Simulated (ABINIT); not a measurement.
The system is BaPr.

```
Pr Ba
1.0
     4.00376    0.00000    0.00000
    -2.00188    3.46736    0.00000
     0.00000    0.00000    6.57915
Pr Ba
1 1
Direct
  0.33333 0.66667 0.00000
  0.66667 0.33333 0.50000
```

The cell comes from a database or a generator and needn't be the stable form of this composition.

Base run:

```yaml
Program: ABINIT 10.8.3 (patched build)
Functional: PBE
Potentials_or_basis: JTH PAW PBE v2.0
Cutoff: 544 eV
k_mesh: 8 × 8 × 4
Occupations: fermi-dirac, width 0.05 eV
Spin: collinear spin, ferromagnetic start
Starting_moments: "[2.0, 0.0] μB"
```

Its results: band gap on the k mesh none (metal or under the smearing width); pressure -0.3 GPa; net moment 3.07 μB per cell; site moments Pr +2.41; Ba +0.02 μB.

Q: The run is repeated on the same cell with these changes: moments at the start from [2.0, 0.0] to [5.0, 0.0]. What comes out?

A: Band gap on the k mesh none (metal or under the smearing width); pressure 0.2 GPa; net moment 3.01 μB per cell; site moments Pr +2.41; Ba +0.02 μB.

Caveats: this set's barium file shifts pressures by 1.5 GPa and gaps by 0.1 eV against other sets; the magnetic or orbital state may not be the lowest; spin-orbit coupling is left out, which moves the levels of the heavy elements; without U or exact exchange the open f shell lies at the Fermi level, which spoils levels, moments and volumes; the highest band is partly filled, so the run has too few bands (some runs).
